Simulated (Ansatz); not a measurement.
CH4BNO, SMILES NBC=O, an atomisation energy

Run with Ansatz 0.2.0, Python API.

Script `tae_ch4bno.py`:
```python
"""Atomisation energy of CH4BNO at the given geometry."""

from collections import Counter

import ansatz as az


def energy_of(molecule, charge=0, unpaired=0):
    calc = molecule.calculation().basis(gaussian="aug-cc-pVDZ").functional("HF")
    if charge:
        calc = calc.charge(charge)
    if unpaired:
        calc = calc.spin("collinear", total=unpaired)
    return calc.run().report["free_energy_ev"]

GEOMETRY = """
N    -1.01380    0.67970   -0.54550
B     0.29920    0.07910   -0.36020
C     0.46020   -1.03600    0.70000
O     1.65820   -1.55050    0.86070
H    -0.95790    1.43810   -1.32420
H    -1.29050    1.25180    0.32340
H     1.24380    0.41380   -1.02980
H    -0.30700   -1.33320    1.31990
"""

mol = az.Crystal.molecule()
for line in GEOMETRY.strip().splitlines():
    symbol, *xyz = line.split()
    mol = mol.atom(symbol, [float(v) for v in xyz])

# Hund ground states
unpaired = {"N": 3, "B": 1, "C": 2, "O": 2, "H": 1}
counts = Counter(site.symbol for site in mol.cartesian_sites)
atom_energy = {s: energy_of(az.Crystal.molecule().atom(s, (0, 0, 0)), 0, unpaired[s]) for s in counts}
whole = energy_of(mol, 0, 0)
for s, e in atom_energy.items():
    print(f"{s:2s} x{counts[s]}  {e:14.5f} eV")
print(f"CH4BNO: {whole:.5f} eV")
split = sum(counts[s] * e for s, e in atom_energy.items()) - whole
print(f"atomisation energy (no zero-point term): {split:.3f} eV, {split / sum(counts.values()):.3f} eV an atom")
```

Output of `python tae_ch4bno.py`:
```text
N  x1     -1480.11392 eV
B  x1      -667.51092 eV
C  x1     -1025.53624 eV
O  x1     -2035.31904 eV
H  x4       -13.58758 eV
CH4BNO: -5284.16664 eV
atomisation energy (no zero-point term): 21.336 eV, 2.667 eV an atom
```

21.336 eV from the electronic energies, without the zero-point term.

Total energies depend on the basis set; only differences at equal settings carry meaning. The geometry is a force-field or estimated start, not a minimum of this method, and the basis set is short of its limit. All parts are taken at fixed geometry, without zero-point energy. Hartree-Fock leaves correlation out, so bond, atomisation and ionisation energies come out well too low. The whole script took 2.3 s on 1 thread of Arm Neoverse N1 (shared host), peak memory 0.24 GiB.
